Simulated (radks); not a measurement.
# Re⁴⁺ in [Kr] 4d10 4f14 5s2 5p5 5d3 6s1: an all-electron calculation

An exercise on one series of results from a longer session: the logs are not shown, and one member is left open.

Method: scalar-relativistic Kohn-Sham, SCAN, spin-unpolarised, spherical densities, finite nucleus. Code: radks (a radial shooting solver on a logarithmic mesh, Libxc functionals) version 1.

## What is computed

- element: rhenium (Z = 75)
- charge: +4
- electrons: 71
- configuration: [Kr] 4d10 4f14 5s2 5p5 5d3 6s1
- nuclear rms radius: 5.3698 fm

The outer shells:

Re⁴⁺
```
[Kr] core
4d [↑↓][↑↓][↑↓][↑↓][↑↓]
4f [↑↓][↑↓][↑↓][↑↓][↑↓][↑↓][↑↓]
5s [↑↓]
5p [↑↓][↑↓][↑ ]
5d [↑ ][↑ ][↑ ][  ][  ]
6s [↑ ]
```

The first run:

Input:

```text
Z 75
configuration [Kr] 4d10 4f14 5s2 5p5 5d3 6s1
relativity scalar-relativistic
functional scan,scan
spin unpolarised
nucleus finite rms 5.3698 fm
c 137.035999084
```

One table of the session follows, with a row left open; its other results are not shown here.

It belongs to the step «Shells». Sizes of the orbitals, from the radial functions (bohr):

| level | <r> | outermost maximum (interpolated) | 90 % within | nodes |
| --- | --- | --- | --- | --- |
| 1s | 0.01804 | 0.0112 | 0.0329 | 0 |
| 2s | 0.07618 | 0.0645 | 0.118 | 1 |
| 2p | 0.06834 | 0.0530 | 0.111 | 0 |
| 3s | 0.1972 | 0.182 | 0.289 | 2 |
| 3p | 0.1978 | 0.180 | 0.296 | 1 |
| 3d | 0.1793 | 0.147 | 0.278 | 0 |
| 4s | 0.4404 | 0.413 | 0.631 | 3 |
| 4p | 0.4681 | 0.433 | 0.680 | 2 |
| 4d | 0.4997 | 0.443 | 0.748 | 1 |
| 5s | 1.020 | 0.928 | 1.46 | 4 |
| 5p | 1.171 | 1.05 | 1.70 | 3 |
| 4f | ? | ? | ? | ? |
| 5d | 1.549 | 1.32 | 2.30 | 2 |
| 6s | 2.296 | 2.14 | 3.25 | 5 |

**Question.** Estimate the row for 4f.

As computed: <r>: 0.5752; outermost maximum (interpolated): 0.417; 90 % within: 0.942; nodes: 0. In the column «<r>» it lies between 4d (0.4997) and 5s (1.020).
